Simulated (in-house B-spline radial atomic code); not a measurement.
# I¹⁴⁺: Hartree-Fock with and without relativity

How do the shells of I¹⁴⁺ move when the Schrödinger Hamiltonian gives way to Dirac's?

Program: in-house B-spline radial atomic code version 1. Level of theory: Hartree-Fock averaged over the configuration, non-relativistic (point nucleus) and Dirac-Coulomb (finite nucleus); spherical all-electron atom at the radial basis limit. These are calculated values, not measurements, unless marked.

## 1. The system

| Item | Value |
| --- | --- |
| element | iodine (Z = 53) |
| charge | +14 |
| electrons | 39 |
| configuration | [Kr] 4d3 |
| nucleus | point (non-relativistic run); Fermi, rms radius 4.750 fm (Dirac runs) |

Outer shells as boxes (Hund's rule):

[Kr] 4d3
```
[Kr] core
4d [↑ ][↑ ][↑ ][  ][  ]
```

The boxes draw the filling by Hund's rule, which heavy ions in jj coupling don't follow; these runs average over all states of the configuration.

## 2. Non-relativistic run

Input settings:

```ini
Z = 53
electrons = 39.0
configuration = [Kr] 4d3
hamiltonian = nr
method = hf
spin_polarised = False
```

## 3. Dirac-Coulomb run

Input settings:

```ini
Z = 53
electrons = 39.0
configuration = [Kr] 4d3
hamiltonian = dirac
method = hf
spin_polarised = False
nucleus = fermi
rms_radius = 4.75
mass_number = 127
atomic_mass = 126.904472592
speed_of_light = 137.035999084
```

## 4. Dirac-Coulomb run in the lowest jj configuration, 1s2 2s2 2p6 3s2 3p6 3d10 4s2 4p6 4d-3

In configurations, a minus sign after the shell means j = l − 1/2 and a plus sign j = l + 1/2; the count of electrons follows.

The settings differ from step 3 so:

```diff
@@ -2,3 +2,3 @@
 electrons = 39.0
-configuration = [Kr] 4d3
+configuration = 1s2 2s2 2p6 3s2 3p6 3d10 4s2 4p6 4d-3
 hamiltonian = dirac
```

**Question.** How much does each shell's level and mean radius change with the Dirac Hamiltonian, and the total energy?

**Answer**, as computed:

Levels and radii; the Dirac values are averaged over j with the occupations as weights.

| shell | ε non-rel. (eV) | ε Dirac (eV) | <r> non-rel. (bohr) | <r> Dirac (bohr) | change of <r> (%) |
| --- | --- | --- | --- | --- | --- |
| 1s | -32350.6 | -33679.7 | 0.02868 | 0.02722 | -5.09 |
| 2s | -5240.92 | -5570.93 | 0.1233 | 0.1165 | -5.44 |
| 2p | -4934.19 | -5032.75 | 0.1052 | 0.1023 | -2.74 |
| 3s | -1338.28 | -1410.54 | 0.3246 | 0.3110 | -4.20 |
| 3p | -1207.80 | -1230.95 | 0.3152 | 0.3088 | -2.03 |
| 3d | -968.18 | -959.47 | 0.2863 | 0.2860 | -0.10 |
| 4s | -470.07 | -487.60 | 0.7257 | 0.7024 | -3.21 |
| 4p | -417.30 | -422.70 | 0.7452 | 0.7346 | -1.42 |
| 4d | -335.69 | -333.89 | 0.7825 | 0.7841 | +0.21 |

What this shows: The total energy moves by -198.00 hartree, or -2.9 %, between the two Hamiltonians (nuclear size included). First-order perturbation theory (mass-velocity plus Darwin) gives -180.50 hartree, which is 91 % of the full shift. The strongest contraction, averaged over j, is that of 2s (-5.44 %), while 4d expands by 0.21 %, being screened better by the contracted inner s and p shells. Spin-orbit coupling splits the 4d level by 2.382 eV and the 2p level by 300.02 eV. The lowest jj configuration lies 4.904 eV below the average over the whole configuration. Breit terms add 5.34 hartree and QED terms 3.56 hartree.
